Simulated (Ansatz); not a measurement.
**Ni: pressure up to the limit of the methods**

Aim: compress Ni (hcp type) step by step, far beyond the usual range, and follow pressure and electronic structure. The runs shown use PAW.

Method: DFT PBEsol, with the methods named in each step, in Ansatz 0.2.0.

**1. The starting structure**

It takes space group P6_3/mmc (No. 194, hexagonal). The conventional cell has a = 2.456 Å, b = 2.456 Å, c = 3.979 Å, α = 90.00°, β = 90.00°, γ = 120.00°. Around Ni (site symmetry -6m2) lie 12 Ni at 2.44 to 2.46 Å.

Coordinates:

```xyz
2
Lattice="2.4559 0.0000 0.0000 -1.2280 2.1269 0.0000 0.0000 0.0000 3.9786" Properties=species:S:1:pos:R:3 pbc="T T T"
Ni    0.0000    1.4179    0.9946
Ni    1.2280    0.7090    2.9839
```

Whether this phase is the stable one at these pressures isn't tested.

Atoms are numbered in the order of the input: Ni1, Ni2.

**2. Cell relaxed at zero pressure, PAW**

File input.yaml:

```yaml
crystal:
  lattice:
    - [2.4559182031, 0.0, 0.0]
    - [-1.2279591016, 2.1268875535, 0.0]
    - [0.0, 0.0, 3.978587489]
  atoms:
    - { symbol: Ni, position: [0.3333333333, 0.6666666667, 0.25], spin: 1.0 }
    - { symbol: Ni, position: [0.6666666667, 0.3333333333, 0.75], spin: 1.0 }
magnetization:
  spin_polarized: true
kpoints:
  mp_grid: { grid: [18, 18, 10] }
scf:
  occupations: { method: fermi_dirac, width: 0.1 }
hamiltonian:
  xc: pbesol
  pseudopotentials: { kind: paw }
output:
  forces: true
  stress: true
relax:
  f_tol: 0.005
  max_steps: 40
  cell: {}
```

The run is started by

```console
> ansatz run input.yaml --threads 1 --pin off --max-ram 3072MiB --backend cpu --events-out ev --progress --plain --runs-dir out
```

The runs that follow: Volume scaled by 1, PAW; Volume scaled by 1, PAW (source ansatz); Shape and atoms relaxed at 0.9 of the volume, PAW; Volume scaled by 0.9, PAW; Shape and atoms relaxed at 0.8 of the volume, PAW; Volume scaled by 0.8, PAW; Shape and atoms relaxed at 0.7 of the volume, PAW; Volume scaled by 0.7, PAW; Shape and atoms relaxed at 0.6 of the volume, PAW; Volume scaled by 0.6, PAW; Shape and atoms relaxed at 0.5 of the volume, PAW; Volume scaled by 0.5, PAW; Shape and atoms relaxed at 0.4 of the volume, PAW; Volume scaled by 0.4, PAW; Volume scaled by 0.4, PAW (cutoff 250 eV).

What does the calculation give? Wanted: PAW pressure at 0.4 of the volume; fitted bulk modulus at zero pressure.

The runs gave:

```
                                         quantity       value
                PAW pressure at 0.4 of the volume  1730.9 GPa
PAW (cutoff 250 eV) pressure at 0.4 of the volume  1735.1 GPa
       fitted bulk modulus at zero pressure (PAW)     243 GPa
                          its pressure derivative        4.39
```

By PAW the pressure climbs to 1731 GPa at 0.4 of the first volume. A third-order Birch-Murnaghan curve fits the range only roughly (B₀ = 243 GPa, B′ = 4.39, misfit at most 21.20 GPa). A fit over so wide a range leans to the high pressures, so B₀ can be off by several per cent. The largest moment goes from 0.65 to 0.00 μB: compression widens the bands and quenches it. No all-electron run checks these rows here, and frozen cores can fail under such compression. The ions are at rest, and the electrons smeared by 0.1 eV. The magnetic state is the one reached from the start moments in this cell; it needn't be the ground state.

At pressures up to 1735 GPa the PAW spheres may overlap and frozen cores may not hold, so those PAW values are rough without an all-electron check.
